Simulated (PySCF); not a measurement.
**C6H12O2Si: NMR shifts in solvents**

Aim: compute the NMR shifts of C6H12O2Si (`C=CC[Si@@](C)(O)OC=C`), and see what a dielectric continuum does where one was used.

Programs: PySCF 2.14.0, with density-fitted response routines of our own. Each step states its level of theory. These are calculated values for one molecule, in the gas phase or a continuum, unless marked as measured. Atoms are numbered from 0 throughout.

## (1) The molecule as given

21 atoms, charge 0, multiplicity 1; geometry from: GFN2-xTB. The atoms were then displaced at random by about 0.01 Å, so the start is not that level's minimum.

Bonds of the start (Å): C0–C1 1.31, C1–C2 1.48, C2–Si3 1.94, Si3–C4 1.90, Si3–O5 1.63, Si3–O6 1.62, O6–C7 1.35, C7–C8 1.34, C0–H9 1.09, C0–H10 1.10, C1–H11 1.07, C2–H12 1.10, C2–H13 1.08, C4–H14 1.09, C4–H15 1.08, C4–H16 1.08, O5–H17 0.95, C7–H18 1.07, C8–H19 1.05, C8–H20 1.07.

## (2) Optimising the geometry at PBE0-D3(BJ)/def2-SVP

What the job is given:

```
{"job": {"xc": "PBE0", "basis": "def2-SVP", "d3": "d3bj", "grid": 1, "shake": 0.01, "kind": "geom"}, "charge": 0, "multiplicity": 1}
C     -3.083180     0.471670     0.561110
C     -2.360680     0.201990    -0.493410
C     -0.994780     0.713100    -0.726040
Si     0.351780    -0.677260    -0.543140
C      0.298930    -1.440440     1.196620
O     -0.075130    -1.766620    -1.682690
O      1.847530    -0.222810    -0.984070
C      2.731450     0.672920    -0.494370
C      2.529060     1.482200     0.556770
H     -2.762350     1.159550     1.343250
H     -4.100720     0.086410     0.693360
H     -2.712780    -0.470190    -1.244140
H     -0.792530     1.538450    -0.031500
H     -0.920230     1.123830    -1.721120
H      0.512670    -0.710520     1.977400
H      1.039620    -2.211830     1.309250
H     -0.668540    -1.850410     1.427820
H      0.575720    -2.371920    -2.009040
H      3.643190     0.647460    -1.045680
H      3.278580     2.159970     0.854880
H      1.591200     1.486700     1.077760
```

Run with:

```
$ OMP_NUM_THREADS=1 python probes_run.py task.json out
```

One launch serves the whole session: the jobs run in the order shown.

Log:

```text
step   0  E = -674.92065811  max force = 0.049571
step   1  E = -674.93144590  max force = 0.011559
step   2  E = -674.93232912  max force = 0.006096
step   3  E = -674.93214188  max force = 0.006136
step   4  E = -674.93247684  max force = 0.002380
step   5  E = -674.93243109  max force = 0.002317
step   6  E = -674.93254442  max force = 0.000662
step   7  E = -674.93257112  max force = 0.000360
step   8  E = -674.93260422  max force = 0.000656
step   9  E = -674.93264082  max force = 0.001068
step  10  E = -674.93267229  max force = 0.000824
step  11  E = -674.93268805  max force = 0.000340
step  12  E = -674.93270241  max force = 0.000440
optimisation converged
```

Wall time 3.3 min (1 thread of Intel Xeon Platinum 8559C, shared host); peak memory 0.87 GiB.

Along the way: (the energy doesn't fall at every step)

```
step  energy from step 0 (eV)  largest force component (eV/Å)
   0                   0.0000                          2.5490
   1                  -0.2936                          0.5944
   2                  -0.3176                          0.3135
   3                  -0.3125                          0.3155
   4                  -0.3216                          0.1224
   5                  -0.3204                          0.1191
   6                  -0.3234                          0.0340
   7                  -0.3242                          0.0185
   8                  -0.3251                          0.0337
   9                  -0.3261                          0.0549
  10                  -0.3269                          0.0424
  11                  -0.3274                          0.0175
  12                  -0.3277                          0.0226
```

Close pairs (by a distance rule), those that changed most:

```
  bond  before (Å)  after (Å)  change (Å)
C2–Si3       1.944      1.872      -0.072
Si3–O6       1.624      1.690      +0.066
Si3–C4       1.901      1.860      -0.040
C8–H19       1.054      1.091      +0.037
C7–H18       1.066      1.097      +0.031
C1–H11       1.067      1.097      +0.029
 C0–C1       1.306      1.336      +0.029
C4–H15       1.075      1.101      +0.026
```

The final coordinates are the input of the step that follows.

```
                         at the end point                value
  point group (found at 0.08 Å tolerance)                   C1
rotational constants (GHz, main isotopes)  1.905, 0.915, 0.787
                        dipole moment (D)                 1.28
```

## (3) Nuclear shieldings: PBE0/pcSseg-1 in acetone

What the job is given:

```
{"job": {"kind": "nmr", "xc": "PBE0", "basis": "pcSseg-1", "solvent": "acetone", "pop": true}, "charge": 0, "multiplicity": 1}
C     -3.027641     0.463271     0.729201
C     -2.353751     0.261514    -0.406369
C     -0.965612     0.734256    -0.687031
Si     0.258118    -0.678968    -0.590452
C      0.373100    -1.450771     1.098497
O     -0.225357    -1.764500    -1.746288
O      1.794297    -0.179087    -1.087318
C      2.662137     0.687806    -0.544403
C      2.473709     1.471452     0.522605
H     -2.605879     1.049342     1.552800
H     -4.031190     0.055531     0.872706
H     -2.820804    -0.336402    -1.198548
H     -0.659927     1.523493     0.018884
H     -0.882574     1.151994    -1.704952
H      0.716477    -0.729222     1.854795
H      1.079851    -2.295200     1.097557
H     -0.615811    -1.824285     1.405141
H      0.378338    -2.485225    -1.946319
H      3.612866     0.708439    -1.090783
H      3.277508     2.133120     0.847335
H      1.541066     1.487750     1.091701
```

Level: GIAO PBE0/pcSseg-1 NMR shielding, non-relativistic, IEF-PCM acetone.

Log:

```text
coarse grid: 17752 points
cycle   1  E = -675.0027586000  dE =  9.833e-01  |g| = 9.487e-01  |ddm| = 4.065e+00
cycle   2  E = -674.8815601413  dE =  1.212e-01  |g| = 1.267e+00  |ddm| = 1.579e+00
cycle   3  E = -675.1709218165  dE = -2.894e-01  |g| = 1.345e-01  |ddm| = 1.015e+00
cycle   4  E = -675.1744879045  dE = -3.566e-03  |g| = 3.707e-02  |ddm| = 1.185e-01
cycle   5  E = -675.1747677404  dE = -2.798e-04  |g| = 1.599e-02  |ddm| = 3.515e-02
cycle   6  E = -675.1748230995  dE = -5.536e-05  |g| = 3.893e-03  |ddm| = 1.379e-02
cycle   7  E = -675.1748260446  dE = -2.945e-06  |g| = 8.569e-04  |ddm| = 3.101e-03
final grid: 166056 points
cycle   8  E = -675.2483069432  dE = -3.921e-05  |g| = 1.176e-02  |ddm| = 3.772e-02
cycle   9  E = -675.2482804558  dE =  2.649e-05  |g| = 1.669e-02  |ddm| = 1.938e-02
cycle  10  E = -675.2483358908  dE = -5.543e-05  |g| = 1.920e-03  |ddm| = 1.201e-02
cycle  11  E = -675.2483366553  dE = -7.646e-07  |g| = 2.869e-04  |ddm| = 1.531e-03
cycle  12  E = -675.2483366662  dE = -1.085e-08  |g| = 1.714e-04  |ddm| = 3.129e-04
cycle  13  E = -675.2483366721  dE = -5.949e-09  |g| = 2.727e-05  |ddm| = 1.357e-04
cycle  14  E = -675.2483366723  dE = -1.280e-10  |g| = 7.512e-06  |ddm| = 2.859e-05
converged SCF energy = -675.2483366723

GIAO shielding tensors (ppm)
atom      isotropic    diamagn.    paramagn.     s11        s22        s33       span
  0 C       62.838     255.439    -192.601    -50.834     84.485    154.861    205.696
  1 C       40.824     258.002    -217.178    -83.196     43.796    161.872    245.068
  2 C      159.485     259.147     -99.662    141.643    159.938    176.874     35.231
  3 Si     347.598     883.261    -535.663    310.693    346.763    385.339     74.646
  4 C      190.702     260.861     -70.160    183.553    194.035    194.517     10.963
  5 O      283.787     390.711    -106.924    255.657    287.831    307.872     52.215
  6 O      183.199     402.500    -219.301    128.603    162.371    258.623    130.020
  7 C       27.423     246.497    -219.074    -84.834     61.656    105.446    190.280
  8 C       89.192     261.079    -171.887     -8.400    117.965    158.010    166.410
  9 H       25.856      32.364      -6.508     22.270     25.091     30.205      7.935
 10 H       25.951      28.032      -2.081     22.852     24.934     30.068      7.215
 11 H       25.059      30.669      -5.611     22.433     24.254     28.489      6.056
 12 H       29.230      35.978      -6.748     25.362     29.283     33.045      7.683
 13 H       29.416      32.556      -3.140     25.616     28.115     34.517      8.902
 14 H       30.797      34.794      -3.997     26.338     28.835     37.218     10.880
 15 H       31.222      31.255      -0.033     27.118     27.996     38.552     11.434
 16 H       30.762      33.245      -2.483     25.838     29.381     37.067     11.229
 17 H       28.891      30.913      -2.022     20.847     23.230     42.596     21.750
 18 H       24.654      27.251      -2.597     20.859     26.387     26.717      5.857
 19 H       26.897      28.388      -1.491     25.476     25.667     29.548      4.072
 20 H       26.908      36.181      -9.273     24.577     25.720     30.426      5.849
```

It took 39 s on 1 thread of Intel Xeon Platinum 8559C, shared host; peak memory 1.2 GiB.

The references, computed at this level on geometries of the same kind, shield at (ppm): 1H TMS 31.24, 13C TMS 185.4, 29Si TMS 351.8, 17O H2O 342.8. Their shielding less the atom's gives the shift. The references are single molecules in the same continuum, so shifts against H2O, NH3, PH3, H3PO4 or CFCl3 are not on the usual liquid scales and can be off by tens of ppm. Atoms listed in one row are averaged.

```
        atoms                                                  environment  σ (ppm)  δ (ppm)
           C7                                 alkene carbon bearing oxygen     27.4    158.0
           C1                                                    alkene CH     40.8    144.6
           C0                                         terminal =CH2 carbon     62.8    122.6
           C8                β carbon of an enol-ether or enamine type C=C     89.2     96.2
           C2                                 allylic sp3 CH2 bonded to Si    159.5     25.9
           C4                                   methyl carbon bonded to Si    190.7     -5.3
          H18                  hydrogen on an alkene carbon bearing oxygen    24.65     6.59
          H11                                     hydrogen on an alkene CH    25.06     6.18
           H9                           hydrogen on a terminal =CH2 carbon    25.86     5.39
          H10                           hydrogen on a terminal =CH2 carbon    25.95     5.29
          H19  hydrogen on a β carbon of an enol-ether or enamine type C=C    26.90     4.34
          H20  hydrogen on a β carbon of an enol-ether or enamine type C=C    26.91     4.33
          H17                           hydrogen on an oxygen bonded to Si    28.89     2.35
          H12                  hydrogen on an allylic sp3 CH2 bonded to Si    29.23     2.01
          H13                  hydrogen on an allylic sp3 CH2 bonded to Si    29.42     1.82
H14, H15, H16                     hydrogen on a methyl carbon bonded to Si    30.93     0.31
          Si3                                   silicon bonded to 2 C, 2 O    347.6      4.2
           O6                                       oxygen bonded to C, Si    183.2    159.6
           O5                                       oxygen bonded to Si, H    283.8     59.0
```

Charges from the same density, by scheme (e):

```
atoms  Mulliken    IAO  Hirshfeld  ESP fit
   C0     -0.21  -0.35      -0.12    -0.56
   C1     -0.28  -0.13      -0.04    -0.07
   C2     -0.51  -0.58      -0.16    -0.36
  Si3      1.21   1.45       0.50     1.19
   C4     -0.67  -0.76      -0.22    -0.75
   O5     -0.58  -0.80      -0.32    -0.84
   O6     -0.62  -0.59      -0.22    -0.56
   C7      0.13   0.07       0.03     0.22
   C8     -0.36  -0.43      -0.16    -0.79
```

Mayer bond orders: C0–C1 1.96, C1–C2 1.04, C2–Si3 0.89, Si3–C4 0.98, Si3–O5 1.07, Si3–O6 0.82, O6–C7 1.02, C7–C8 1.91.

## (4) Shielding tensors: PBE0/pcSseg-1 in methanol

Same as in step 3 but for these lines:

```diff
@@ -1,2 +1,2 @@
-{"job": {"kind": "nmr", "xc": "PBE0", "basis": "pcSseg-1", "solvent": "acetone", "pop": true}, "charge": 0, "multiplicity": 1}
+{"job": {"kind": "nmr", "xc": "PBE0", "basis": "pcSseg-1", "solvent": "methanol", "pop": false}, "charge": 0, "multiplicity": 1}
 C     -3.027641     0.463271     0.729201
```

Method: GIAO PBE0/pcSseg-1 NMR shielding, non-relativistic, IEF-PCM methanol.

Log:

```text
coarse grid: 17752 points
cycle   1  E = -675.0032901086  dE =  9.828e-01  |g| = 9.483e-01  |ddm| = 4.065e+00
cycle   2  E = -674.8825097473  dE =  1.208e-01  |g| = 1.266e+00  |ddm| = 1.577e+00
cycle   3  E = -675.1712985700  dE = -2.888e-01  |g| = 1.341e-01  |ddm| = 1.013e+00
cycle   4  E = -675.1748480602  dE = -3.549e-03  |g| = 3.695e-02  |ddm| = 1.181e-01
cycle   5  E = -675.1751265303  dE = -2.785e-04  |g| = 1.585e-02  |ddm| = 3.492e-02
cycle   6  E = -675.1751808584  dE = -5.433e-05  |g| = 3.888e-03  |ddm| = 1.366e-02
cycle   7  E = -675.1751837969  dE = -2.939e-06  |g| = 8.529e-04  |ddm| = 3.091e-03
final grid: 166056 points
cycle   8  E = -675.2486610994  dE = -3.923e-05  |g| = 1.176e-02  |ddm| = 3.770e-02
cycle   9  E = -675.2486347086  dE =  2.639e-05  |g| = 1.668e-02  |ddm| = 1.936e-02
cycle  10  E = -675.2486900417  dE = -5.533e-05  |g| = 1.914e-03  |ddm| = 1.199e-02
cycle  11  E = -675.2486908007  dE = -7.590e-07  |g| = 2.849e-04  |ddm| = 1.523e-03
cycle  12  E = -675.2486908114  dE = -1.065e-08  |g| = 1.711e-04  |ddm| = 3.112e-04
cycle  13  E = -675.2486908173  dE = -5.919e-09  |g| = 2.727e-05  |ddm| = 1.354e-04
cycle  14  E = -675.2486908174  dE = -1.266e-10  |g| = 7.502e-06  |ddm| = 2.858e-05
converged SCF energy = -675.2486908174

GIAO shielding tensors (ppm)
atom      isotropic    diamagn.    paramagn.     s11        s22        s33       span
  0 C       62.804     255.438    -192.634    -50.878     84.359    154.930    205.808
  1 C       40.821     258.015    -217.195    -83.202     43.799    161.865    245.068
  2 C      159.513     259.162     -99.649    141.637    160.010    176.892     35.254
  3 Si     347.543     883.265    -535.722    310.600    346.641    385.389     74.789
  4 C      190.734     260.876     -70.142    183.586    194.064    194.552     10.966
  5 O      283.892     390.760    -106.867    255.691    287.970    308.016     52.325
  6 O      183.294     402.515    -219.221    128.710    162.485    258.687    129.977
  7 C       27.426     246.510    -219.085    -84.848     61.671    105.454    190.303
  8 C       89.157     261.090    -171.933     -8.495    117.896    158.071    166.565
  9 H       25.846      32.352      -6.506     22.264     25.080     30.195      7.931
 10 H       25.946      28.030      -2.084     22.847     24.932     30.061      7.215
 11 H       25.059      30.675      -5.616     22.434     24.253     28.490      6.056
 12 H       29.217      35.969      -6.751     25.347     29.267     33.038      7.691
 13 H       29.420      32.560      -3.140     25.618     28.120     34.522      8.903
 14 H       30.790      34.790      -3.999     26.328     28.826     37.217     10.889
 15 H       31.216      31.250      -0.034     27.108     27.989     38.551     11.443
 16 H       30.765      33.249      -2.484     25.840     29.384     37.071     11.230
 17 H       28.863      30.900      -2.037     20.811     23.195     42.584     21.773
 18 H       24.650      27.250      -2.600     20.853     26.382     26.714      5.861
 19 H       26.890      28.385      -1.495     25.471     25.659     29.540      4.068
 20 H       26.894      36.161      -9.267     24.561     25.710     30.411      5.850
```

Wall time 36 s (1 thread of Intel Xeon Platinum 8559C, shared host); peak memory 1.2 GiB.

This run: δ C7 158.0, C1 144.6, C0 122.7, C8 96.3, H18 6.59, H11 6.18 ppm.

## (5) Run by run: NMR shifts

Shifts (ppm) of some atoms, chosen among heavy atoms and hydrogens apart, with basis size and wall time:

```
                      run     C0    C8   H20   H17  Si3     O6    O5  functions  time
 PBE0/pcSseg-1 in acetone  122.6  96.2  4.33  2.35  4.2  159.6  59.0        220  39 s
PBE0/pcSseg-1 in methanol  122.7  96.3  4.35  2.38  4.2  159.7  59.1        220  36 s
```

The continuum's effect on the ground state:

```
 solvent      ε  polarisation energy (Eh)  μ (D)
 acetone  20.49                   -0.0116   1.72
methanol  32.61                   -0.0120   1.73
```

## (6) Results

| quantity | value |
| --- | --- |
| point group | C1 |
| rotational constants (main isotopes) | 1.90, 0.92, 0.79 GHz |
| 13C shifts against TMS (PBE0/pcSseg-1, acetone) | 158.0, 144.6, 122.6, 96.2, 25.9, -5.3 ppm |
| 1H shifts against TMS (PBE0/pcSseg-1, acetone, means over atoms taken as alike) | 6.59, 6.18, 5.39, 5.29, 4.34, 4.33, 2.35, 2.01, 1.82, 0.31 ppm |
| 29Si shifts against TMS (PBE0/pcSseg-1, acetone) | 4.2 ppm |
| 17O shifts against H2O (PBE0/pcSseg-1, acetone) | 159.6, 59.0 ppm |
| range of the shift of O6 | 159.6 to 159.7 ppm |

What this shows: The optimisation took 12 steps and gained 0.328 eV; among the close pairs (by a distance rule), C2–Si3 changed most, from 1.944 to 1.872 Å. No frequency check was run at this level, so the end point may be a saddle. At PBE0/pcSseg-1: Shielding is most anisotropic at C1 (span 245 ppm, paramagnetic term -217 ppm). Across the 2 runs the shift of O6 moves most, between 159.6 (PBE0/pcSseg-1 in acetone) and 159.7 ppm (PBE0/pcSseg-1 in methanol). The continuum holds electrostatics alone: no hydrogen bonds to the solvent, and the gas-phase geometry is kept.
